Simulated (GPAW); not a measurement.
# NiMoIrPdW in GPAW: the effect of functional

NiMoIrPdW:

```xyz
5
Lattice="4.1171 0.0000 0.0000 -2.0585 3.5655 0.0000 0.0000 0.0000 5.4458" Properties=species:S:1:pos:R:3 pbc="T T T"
Ni    0.0000    0.0000    5.2157
Mo    2.0585    1.1885    5.2367
Pd    2.0585    1.1885    2.5211
Ir    0.0000    2.3770    3.9521
W     0.0000    2.3770    1.2875
```

The cell was built by a generator and needn't be a form met in nature.

Alike in all runs:

| Item | Value |
| --- | --- |
| Program | GPAW 26.7.0 |
| Task | band structure |
| Cutoff | 600 eV |
| Basis | pw |
| k mesh | 5 × 5 × 4 |
| Occupations | fermi-dirac, width 0.05 eV |
| Spin | collinear spin, ferromagnetic start |
| Starting moments | [1.0, 1.0, 0.0, 0.6, 0.0] μB |

**Question.** One run gave: pressure -8.9 GPa; largest force 0.14 eV/Å. Which functional did it use?
A. PW91
B. r2SCAN
C. AM05

**Answer.** C.

| functional | potentials or basis | pressure (GPa) | largest force (eV/Å) |
| --- | --- | --- | --- |
| AM05 | PAW data sets generated in the run's folder for this functional | -8.9 | 0.14 |
| PW91 | PAW data sets generated in the run's folder for this functional | 0.0 | 0.20 |
| r2SCAN | GPAW PAW data sets (gpaw-data 1.2.1) | -3.6 | 0.23 |

Caveats: the stock nickel data set gives pressures a few GPa off other programs; the PAW data sets were made with another functional, which shifts forces and pressure a little (some runs).

Runs at the PBE level aren't shown here.
